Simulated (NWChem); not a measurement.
# C2H6OSi (SMILES [SiH3]C1CO1) at 3 levels

Wanted: a comparison of 3 runs (HF/def2-SVP, HF/def2-TZVP, PBE0/def2-SVP) of C2H6OSi. 

The calculation is run with NWChem 7.3.0.

## Step 1: The molecule

C2H6OSi: 10 atoms, total charge 0, spin state singlet. As SMILES, `[SiH3]C1CO1`. The coordinates come from a PBE0-D4/def2-TZVP relaxation.

Bond lengths: Si1–C2 1.875 Å, C2–C3 1.468 Å, C2–O4 1.436 Å, C3–O4 1.409 Å, Si1–H5 1.488 Å, Si1–H6 1.486 Å, Si1–H7 1.485 Å, C2–H8 1.091 Å, C3–H9 1.088 Å, C3–H10 1.087 Å. Some angles: Si1–C2–C3 121.2°, Si1–C2–O4 115.4°, C3–C2–O4 58.0°, C2–C3–O4 59.8°, C2–O4–C3 62.1°, Si1–C2–H8 118.4°, C3–C2–H8 115.8°, O4–C2–H8 113.1°, C2–Si1–H5 109.6°, C2–Si1–H6 110.4°.

## Step 2: Energy and gradient at HF/def2-SVP (run 1)

Input file run.py:

```python
from ase import Atoms
from ase.calculators.nwchem import NWChem

molecule = Atoms(['Si', 'C', 'C', 'O', 'H', 'H', 'H', 'H', 'H', 'H'], positions=[
    [-0.130500, 1.411500, 0.175700],
    [-0.524400, -0.415500, 0.029200],
    [0.516000, -1.392000, -0.315700],
    [0.085300, -1.258300, 1.018700],
    [-0.545500, 2.111900, -1.069700],
    [-0.858700, 2.007400, 1.325300],
    [1.333600, 1.561800, 0.374700],
    [-1.547600, -0.707500, -0.211100],
    [1.529800, -1.052900, -0.517400],
    [0.225200, -2.317400, -0.806900],
])

calc = NWChem(
    label='c2h6osi',
    theory='scf',
    memory='2200 mb',
    basis='def2-SVP',
    basispar='spherical bse',
    scf={'nopen': '0', 'rhf': None, 'thresh': '1e-08', 'maxiter': '80', 'print': 'low'},
)
molecule.calc = calc

forces = molecule.get_forces()
print("Total energy (eV):", round(molecule.get_potential_energy(), 6))
print("forces (eV/A):")
for s, f in zip(molecule.symbols, forces):
    print(f"{s:2s} {f[0]:10.5f} {f[1]:10.5f} {f[2]:10.5f}")
```

Started as:

```bash
$ export ASE_NWCHEM_COMMAND="nwchem PREFIX.nwi > PREFIX.nwo"
$ python run.py
```

What it wrote:

```text
Total energy (eV): -12047.876435
forces (eV/A):
Si    0.04618    0.38371    0.14810
C     0.29501   -0.83736    0.28843
C    -0.38582    0.14465    0.74629
O    -0.03553    0.37929   -1.31368
H     0.03348   -0.04628    0.06469
H     0.05317   -0.02854   -0.08017
H    -0.10176    0.01959   -0.02458
H     0.08958    0.02988    0.07256
H    -0.07580   -0.11123    0.03096
H     0.08150    0.06633    0.06741
```

The calculator wrote c2h6osi.nwi:

```
title "c2h6osi"

permanent_dir c2h6osi

scratch_dir c2h6osi

start c2h6osi

geometry units angstrom nocenter noautosym noautoz
  Si -1.3050000000000000e-01 1.4115000000000000e+00 1.7570000000000000e-01
  C  -5.2439999999999998e-01 -4.1549999999999998e-01 2.9200000000000000e-02
  C  5.1600000000000001e-01 -1.3919999999999999e+00 -3.1569999999999998e-01
  O  8.5300000000000001e-02 -1.2583000000000000e+00 1.0186999999999999e+00
  H  -5.4549999999999998e-01 2.1118999999999999e+00 -1.0697000000000001e+00
  H  -8.5870000000000002e-01 2.0074000000000001e+00 1.3252999999999999e+00
  H  1.3335999999999999e+00 1.5618000000000001e+00 3.7469999999999998e-01
  H  -1.5476000000000001e+00 -7.0750000000000002e-01 -2.1110000000000001e-01
  H  1.5298000000000000e+00 -1.0528999999999999e+00 -5.1739999999999997e-01
  H  2.2520000000000001e-01 -2.3174000000000001e+00 -8.0689999999999995e-01
end

memory 2200 mb

basis spherical bse noprint
   * library def2-SVP
end

scf
  nopen 0
  rhf
  thresh 1e-08
  maxiter 80
  print low
end

task scf gradient
```

c2h6osi.nwo:

```text
Northwest Computational Chemistry Package (NWChem) 7.3.0
             --------------------------------------------------------

           Job information
           ---------------

    nwchem branch   = 7.3.0
    use scalapack   = T
    input           = c2h6osi.nwi
    prefix          = c2h6osi.
    data base       = c2h6osi/c2h6osi.db
    status          = startup
    nproc           =        1

           Memory information
           ------------------

    heap     =     72089598 doubles =      550.0 Mbytes
    stack    =     72089595 doubles =      550.0 Mbytes
    global   =    144179200 doubles =     1100.0 Mbytes (distinct from heap & stack)
    total    =    288358393 doubles =     2200.0 Mbytes
    verify   = yes
    hardfail = no

           Directory information
           ---------------------

  0 permanent = c2h6osi
  0 scratch   = c2h6osi

                                NWChem Input Module
                                -------------------

                                      c2h6osi
                                      -------

[... 26 lines left out ...]
            Nuclear Dipole moment (a.u.)
[... 60 lines left out ...]
                                      c2h6osi

  ao basis        = "ao basis"
  functions       =    90
  atoms           =    10
  closed shells   =    20
  open shells     =     0
  charge          =   0.00
  wavefunction    = RHF
  input vectors   = atomic
  output vectors  = c2h6osi/c2h6osi.movecs
  use symmetry    = F
  symmetry adapt  = F

 Forming initial guess at       0.0s

 Starting SCF solution at       0.2s

       Final RHF  results
       ------------------

         Total SCF energy =   -442.751296255111
      One-electron energy =   -932.328621526558
      Two-electron energy =    327.227107069795
 Nuclear repulsion energy =    162.350218201652

        Time for solution =     11.5s

                              NWChem Gradients Module
                              -----------------------

                         RHF ENERGY GRADIENTS

    atom               coordinates                        gradient
                 x          y          z           x          y          z
   1 Si     -0.246609   2.667348   0.332025   -0.000898  -0.007462  -0.002880
   2 C      -0.990972  -0.785181   0.055180   -0.005737   0.016284  -0.005609
   3 C       0.975099  -2.630499  -0.596586    0.007503  -0.002813  -0.014513
[... 6 lines of this table left out ...]
  10 H       0.425566  -4.379251  -1.524820   -0.001585  -0.001290  -0.001311

 Task  times  cpu:       14.0s     wall:       14.0s
 Total times  cpu:       14.1s     wall:       14.1s
```

Run time: 15 s. Hardware: 1 thread of Intel Xeon Platinum 8488C (Sapphire Rapids), shared host; peak memory 0.1 GiB.

## Step 3: Energy and forces at HF/def2-TZVP (run 2)

Input file geom.nw:

```
start geom
memory 2200 mb

geometry noautosym nocenter noautoz
  Si   -0.130500    1.411500    0.175700
  C    -0.524400   -0.415500    0.029200
  C     0.516000   -1.392000   -0.315700
  O     0.085300   -1.258300    1.018700
  H    -0.545500    2.111900   -1.069700
  H    -0.858700    2.007400    1.325300
  H     1.333600    1.561800    0.374700
  H    -1.547600   -0.707500   -0.211100
  H     1.529800   -1.052900   -0.517400
  H     0.225200   -2.317400   -0.806900
end

basis "ao basis" spherical bse
  Si library def2-TZVP
  C library def2-TZVP
  O library def2-TZVP
  H library def2-TZVP
end

scf
  thresh 1e-08
  maxiter 80
  print medium
end

task scf gradient
```

Started as:

```bash
$ nwchem geom.nw > geom.out
```

What it wrote:

```text
[...]
  functions       =   166
[...]
  wavefunction    = RHF
[...]
         Total SCF energy =   -443.034100918019
      One-electron energy =   -932.927029536111
      Two-electron energy =    327.542710416440
 Nuclear repulsion energy =    162.350218201652
        Time for solution =    101.2s
[...]
                         RHF ENERGY GRADIENTS
    atom               coordinates                        gradient
                 x          y          z           x          y          z
   1 Si     -0.246609   2.667348   0.332025   -0.000981  -0.005700  -0.001865
   2 C      -0.990972  -0.785181   0.055180   -0.001031   0.011996  -0.002007
   3 C       0.975099  -2.630499  -0.596586    0.003669  -0.001307  -0.006089
   4 O       0.161194  -2.377842   1.925064    0.000447  -0.004207   0.018618
   5 H      -1.030846   3.990912  -2.021440   -0.001053   0.002075  -0.002993
   6 H      -1.622708   3.793436   2.504454   -0.001900   0.001458   0.003090
   7 H       2.520139   2.951374   0.708080    0.004034  -0.000010   0.000659
   8 H      -2.924540  -1.336981  -0.398921   -0.007433  -0.001750  -0.002749
   9 H       2.890903  -1.989692  -0.977744    0.007273   0.003906  -0.002217
  10 H       0.425566  -4.379251  -1.524820   -0.003026  -0.006461  -0.004447
[...]
```

It took 2.1 min on 1 thread of Intel Xeon Platinum 8488C (Sapphire Rapids), shared host; peak memory 0.12 GiB.

## Step 4: Energy and gradient at PBE0/def2-SVP (run 3)

Input file run.nw:

```
start run
title "C2H6OSi"
memory 2200 mb
charge 0

geometry units angstrom noautosym nocenter noautoz
 Si      -0.130500       1.411500       0.175700
 C       -0.524400      -0.415500       0.029200
 C        0.516000      -1.392000      -0.315700
 O        0.085300      -1.258300       1.018700
 H       -0.545500       2.111900      -1.069700
 H       -0.858700       2.007400       1.325300
 H        1.333600       1.561800       0.374700
 H       -1.547600      -0.707500      -0.211100
 H        1.529800      -1.052900      -0.517400
 H        0.225200      -2.317400      -0.806900
end

basis spherical bse
 * library def2-SVP
end

dft
 xc pbe0
 grid fine
 convergence energy 1e-08
 maxiter 100
 mulliken
end

task dft gradient
```

Started as:

```bash
$ nwchem run.nw > run.out
```

What it wrote:

```text
[...]
          Wavefunction type:  closed shell.
          No. of atoms     :    10
          No. of electrons :    40
[...]
          Charge           :     0
          Spin multiplicity:     1
[...]
          AO basis - number of functions:    90
[...]
              XC Information
              --------------
                         PBE0 Method XC Functional
                     Hartree-Fock (Exact) Exchange  0.250
          PerdewBurkeErnzerhof Exchange Functional  0.750
            Perdew 1991 LDA Correlation Functional  1.000 local
           PerdewBurkeErnz. Correlation Functional  1.000 non-local
[...]
 d= 0,ls=0.0,diis     1   -443.9113741311 -6.06D+02  1.10D-02  4.58D-01     2.0
[...]
 d= 0,ls=0.0,diis     8   -443.9699215199 -7.97D-09  2.68D-06  5.26D-08    13.3
         Total DFT energy =     -443.969921519914
      One electron energy =     -932.844241594824
           Coulomb energy =      368.791365000124
    Exchange-Corr. energy =      -42.267263126866
 Nuclear repulsion energy =      162.350218201652
[...]
      Total Density - Mulliken Population Analysis
     ---------------------------------------------
    Atom       Charge   Shell Charges
 -----------   ------   -------------------------------------------------------
    1 Si  14    13.59   2.00  1.98  1.05  0.20  5.93  1.34  0.92  0.18
    2 C    6     6.17   1.99  0.92  0.29  2.06  0.85  0.06
    3 C    6     5.87   1.99  0.91  0.16  2.07  0.68  0.07
    4 O    8     8.34   1.99  1.11  0.78  2.79  1.66  0.02
    5 H    1     1.07   0.73  0.33  0.01
    6 H    1     1.06   0.73  0.32  0.01
    7 H    1     1.07   0.73  0.33  0.01
    8 H    1     0.93   0.74  0.16  0.02
    9 H    1     0.94   0.75  0.17  0.02
   10 H    1     0.94   0.75  0.17  0.02
[...]
  wavefunction    = closed shell
                         DFT ENERGY GRADIENTS
    atom               coordinates                        gradient
                 x          y          z           x          y          z
   1 Si     -0.246609   2.667348   0.332025    0.000467  -0.001230  -0.000403
   2 C      -0.990972  -0.785181   0.055180   -0.004837   0.003673  -0.004336
   3 C       0.975099  -2.630499  -0.596586    0.003826  -0.001655  -0.008754
   4 O       0.161194  -2.377842   1.925064    0.000289  -0.002890   0.006101
   5 H      -1.030846   3.990912  -2.021440    0.000580  -0.001656   0.002307
   6 H      -1.622708   3.793436   2.504454    0.001143  -0.001113  -0.002164
   7 H       2.520139   2.951374   0.708080   -0.002721  -0.000428  -0.000347
   8 H      -2.924540  -1.336981  -0.398921    0.006558   0.001103   0.001706
   9 H       2.890903  -1.989692  -0.977744   -0.006771  -0.001787   0.002053
  10 H       0.425566  -4.379251  -1.524820    0.001465   0.005984   0.003837
[...]
```

It took 18 s on 1 thread of Intel Xeon Platinum 8488C (Sapphire Rapids), shared host; peak memory 0.12 GiB.

## Step 5: The series

| run | level | iteration cap | module | energy (Eh) | largest force (eV/Å) | wall time |
| --- | --- | --- | --- | --- | --- | --- |
| 1 | HF/def2-SVP | 80 | scf | -442.751296 | 1.368 | 15 s |
| 2 | HF/def2-TZVP | 80 | scf | -443.034101 | 0.982 | 2.1 min |
| 3 | PBE0/def2-SVP | 100 | dft | -443.969922 | 0.499 | 18 s |

## Step 6: What came out

```
                       quantity          value
            run 3: total energy  -443.96992 Eh
           run 3: dipole moment         1.76 D
             run 3: HOMO energy       -7.67 eV
             run 3: LUMO energy        1.13 eV
           run 3: HOMO–LUMO gap        8.80 eV
run 3: largest force on an atom     0.499 eV/Å
```

All runs together took 2.7 min, the longest 2.1 min.
